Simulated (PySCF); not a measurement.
# TcH₅⁻: relaxation and vibrations of the quartet

Aim: relax TcH₅⁻ as a quartet from a PBE0 minimum start, check by its vibrations whether the end is a minimum, and collect its spectrum and constants.

Computed with PySCF 2.14.0. Level: PBE0, basis Tc def2-TZVPD with ECP28, H def2-TZVPD, scalar-relativistic core potentials, no spin–orbit coupling, density fitting.

## 1. The system as given

6 atoms, charge -1, spin multiplicity 4.

Bond lengths: Tc1–H2 1.711 Å, Tc1–H3 1.711 Å, Tc1–H4 1.711 Å, Tc1–H5 1.711 Å, Tc1–H6 1.711 Å. Angles: H2–Tc1–H3 142.4°, H2–Tc1–H4 71.6°, H2–Tc1–H5 71.6°, H2–Tc1–H6 142.4°, H3–Tc1–H4 71.6°, H3–Tc1–H5 142.4°, H3–Tc1–H6 71.6°, H4–Tc1–H5 142.4°, H4–Tc1–H6 142.4°, H5–Tc1–H6 71.6°.

Z-matrix (Å, degrees; charge -1 multiplicity 4):
```
Tc
H  1 1.7112
H  1 1.7112 2 142.35
H  1 1.7112 2 71.60 3 -12.67
H  1 1.7112 2 71.60 3 159.21
H  1 1.7112 2 142.35 3 146.55
```

## 2. Finding the electronic state

One driver script runs all steps and calls PySCF; scf.py shows how it sets up the SCF of each step. The optimiser is the driver's own. After this first run the driver tries any further starts and a stability analysis.

The input, scf.py:

```python
from pyscf import gto, scf, dft
mol = gto.M(atom='''
Tc     0.000000     0.000000    -0.008100
H     -0.000000     1.703030     0.159000
H      1.001020    -1.377780     0.159000
H      1.619680     0.526260     0.159000
H     -1.619680     0.526260     0.159000
H     -1.001020    -1.377780     0.159000''',
    basis={'Tc': 'def2-TZVPD', 'H': 'def2-TZVPD'},
    ecp={'Tc': 'def2-TZVPD'},
    charge=-1, spin=3)
mf = dft.UKS(mol, xc='PBE0')
mf.grids.atom_grid = (50, 194)
aux = {'Tc': 'def2-universal-JKFIT', 'H': 'def2-universal-JKFIT'}
mf = mf.density_fit(auxbasis=aux)
mf.conv_tol = 1e-08
mf.diis_space = 10
mf.max_cycle = 60
mf.init_guess = 'minao'
mf.verbose = 4
mf.kernel()
```

On the command line:

```bash
$ OMP_NUM_THREADS=2 python axn.py task.json out
```

The log of the run:

```text
init E= -76.1204822482047
[... the frontier-level lines of each cycle are left out ...]
cycle= 1 E= -83.1992551094802  delta_E= -7.08  |g|= 0.967  |ddm|= 3.18
cycle= 2 E= -79.2781852175749  delta_E= 3.92  |g|=  2.2  |ddm|= 13.5
cycle= 3 E= -83.6350248984558  delta_E= -4.36  |g|= 0.359  |ddm|= 13.4
cycle= 4 E= -83.7303905166271  delta_E= -0.0954  |g|= 0.0675  |ddm|= 0.374
cycle= 5 E= -83.7353448686296  delta_E= -0.00495  |g|= 0.0341  |ddm|= 0.0959
cycle= 6 E= -83.7368355826207  delta_E= -0.00149  |g|= 0.0135  |ddm|= 0.0627
cycle= 7 E= -83.7372352139675  delta_E= -0.0004  |g|= 0.0032  |ddm|= 0.0394
cycle= 8 E= -83.7372577688441  delta_E= -2.26e-05  |g|= 0.00156  |ddm|= 0.0116
cycle= 9 E= -83.7372593964762  delta_E= -1.63e-06  |g|= 0.000591  |ddm|= 0.00191
cycle= 10 E= -83.7372596509295  delta_E= -2.54e-07  |g|= 0.000139  |ddm|= 0.000869
cycle= 11 E= -83.737259670015  delta_E= -1.91e-08  |g|= 1.57e-05  |ddm|= 0.000274
cycle= 12 E= -83.7372596704778  delta_E= -4.63e-10  |g|= 1.09e-05  |ddm|= 4.04e-05
Extra cycle  E= -83.7372596704924  delta_E= -1.46e-11  |g|= 1.28e-05  |ddm|= 2.11e-05
converged SCF energy = -83.7372596704924  <S^2> = 3.7818111  2S+1 = 4.0158741
```

This step, with its further starts and checks, ran for 10 s (2 threads of Arm Neoverse V2, shared host).

Energies from each starting density:

| start | energy (Eh) |
| --- | --- |
| the minimal-basis guess | -83.737260 |
| a thermally smeared density | -83.737260 |
| a smeared PBE density | -83.737260 |

The test of internal stability and the other starts found no lower solution of this spin.

## 3. PBE0 minimum start, quartet: relaxation

The program finds C5v symmetry in the start, which this walk keeps. The walk stops when the largest gradient is under 0.0003 Eh/bohr and the energy has settled too.

Changes to scf.py since step 2:

```diff
@@ -3,6 +3,6 @@
-Tc     0.000000     0.000000    -0.008100
-H     -0.000000     1.703030     0.159000
-H      1.001020    -1.377780     0.159000
-H      1.619680     0.526260     0.159000
-H     -1.619680     0.526260     0.159000
-H     -1.001020    -1.377780     0.159000''',
+Tc     0.000000     0.000000    -0.008101
+H     -0.000000     1.703031     0.159000
+H      1.001017    -1.377781     0.158999
+H      1.619679     0.526266     0.158999
+H     -1.619679     0.526266     0.158999
+H     -1.001017    -1.377781     0.158999''',
@@ -19 +18,0 @@
-mf.init_guess = 'minao'
```

The optimiser's trace:

| step | energy (Eh) | change (kJ/mol) | largest symmetric gradient (Eh/bohr) |
| --- | --- | --- | --- |
| 0 | -83.737260 | 0.00 | 0.00002 |

The walk took 1.2 s.

End point (C5v, 0 steps, 0.0 kJ/mol gained): Tc–H 1.711 Å (×5); H–Tc–H 71.6° (×5), H–Tc–H 142.4° (×5).

## 4. Frequencies

On the finer grid the gradient is checked again; gradients at displacements of ±0.02 bohr then give force constants and infrared intensities.

Changes to scf.py since step 3:

```diff
@@ -4 +4 @@
-H     -0.000000     1.703031     0.159000
+H      0.000000     1.703031     0.159000
@@ -13 +13 @@
-mf.grids.atom_grid = (50, 194)
+mf.grids.atom_grid = (75, 302)
@@ -16 +16 @@
-mf.conv_tol = 1e-08
+mf.conv_tol = 1e-10
```

This SCF starts from the last density.

Log of the central SCF (cycles and frontier levels):

```text
init E= -83.7372632281346
[... the frontier-level lines of each cycle are left out ...]
cycle= 1 E= -83.7372632281239  delta_E= 1.06e-11  |g|= 6.89e-06  |ddm|= 1e-05
Extra cycle  E= -83.7372632280876  delta_E= 3.63e-11  |g|= 1.13e-05  |ddm|= 1.54e-05
converged SCF energy = -83.7372632280876  <S^2> = 3.7818093  2S+1 = 4.0158732
```

The whole step took 29 s.

Geometry: C5v; Tc–H 1.711 Å (×5); H–Tc–H 71.6° (×5), H–Tc–H 142.4° (×5).

Harmonic modes (main isotopes):

```json
{"symmetry": "a1", "ω (cm⁻¹)": "223", "IR (km/mol)": "204", "μ (u)": "1.06", "type": "bend"}
{"symmetry": "e2", "ω (cm⁻¹)": "308", "IR (km/mol)": "0.0", "μ (u)": "1.01", "type": "bend"}
{"symmetry": "e1", "ω (cm⁻¹)": "569", "IR (km/mol)": "442", "μ (u)": "1.02", "type": "bend"}
{"symmetry": "e2", "ω (cm⁻¹)": "836", "IR (km/mol)": "0.0", "μ (u)": "1.01", "type": "bend"}
{"symmetry": "e1", "ω (cm⁻¹)": "1706", "IR (km/mol)": "1409", "μ (u)": "1.04", "type": "stretch"}
{"symmetry": "e2", "ω (cm⁻¹)": "1759", "IR (km/mol)": "0.0", "μ (u)": "1.01", "type": "stretch"}
{"symmetry": "a1", "ω (cm⁻¹)": "1869", "IR (km/mol)": "6.5", "μ (u)": "1.01", "type": "stretch"}
```

No imaginary mode, so this is a minimum.

Constants and moments:

* Dipole moment about the centre of mass: 0.89 D
* Highest occupied level: -1.85 eV
* Lowest empty level: 2.86 eV
* Rotational constants: 2.265, 2.265, 1.153 cm⁻¹
* Zero-point energy: 74.4 kJ/mol
* Principal polarisabilities: 56.3, 76.4, 76.4 bohr³
* Principal traceless quadrupole moments about the centre of mass: -6.19, -6.19, 12.37 D Å
* Entropy at 298.15 K and 1 bar (electronic part: spin only): 266.7 J/(mol K)
* Heat capacity Cp at 298.15 K: 69.5 J/(mol K)
* Enthalpy at 298.15 K above 0 K: 14.77 kJ/mol
* Rotational symmetry number: 5
* Spin squared ⟨S²⟩: 3.782

Populations by atom (charges in e):

| atom | Mulliken | Löwdin | polar tensor | spin (Mulliken) | Mayer order to Tc1 |
| --- | --- | --- | --- | --- | --- |
| Tc1 | -1.02 | 0.01 | 0.01 | 3.51 | – |
| H2,3,4,5,6 | 0.00 | -0.20 | -0.20 | -0.10 | 0.92 |

Outer orbital energies (eV). α occupied: -5.90, -3.90, -3.90, -2.92, -2.92, -2.26, -1.85, -1.85; empty: 3.41, 5.26, 5.38, 5.38. β occupied: -41.24, -41.24, -40.62, -5.52, -3.09, -3.09, -2.31, -2.31; empty: 2.86, 3.12, 3.12, 4.14.

Mulliken populations on Tc1 (outside its core potential): s 3.07, p 7.34, d 5.60, f 0.01.

## 5. Results

| quantity | value |
| --- | --- |
| minimum | quartet, C5v |
| geometry | Tc–H 1.711 Å (×5); H–Tc–H 71.6° (×5), H–Tc–H 142.4° (×5) |
| wavenumbers (cm⁻¹) | 223 (a1), 308 (e2), 569 (e1), 836 (e2), 1706 (e1), 1759 (e2), 1869 (a1) |
| dipole moment (centre of mass) | 0.89 D |
| highest occupied, lowest empty level (either spin) | -1.85, 2.86 eV |
| polar-tensor charge of Tc1 | +0.01 e |
| zero-point energy | 74.4 kJ/mol |
| entropy at 298.15 K | 266.7 J/(mol K) |
| ⟨S²⟩ | 3.782 |

**Reading.** The PBE0 minimum start keeps its C5v symmetry and ends in a minimum. In the infrared the band at 1706 cm⁻¹ (e1, stretch) leads. Most of the spin sits on Tc1 (Mulliken spin 3.51, against 3 for the whole molecule). Only this shape and spin were tried, so other structures or states may lie lower. One determinant may miss the lowest occupation of an open d or f shell.

The search up to here took 41 s.
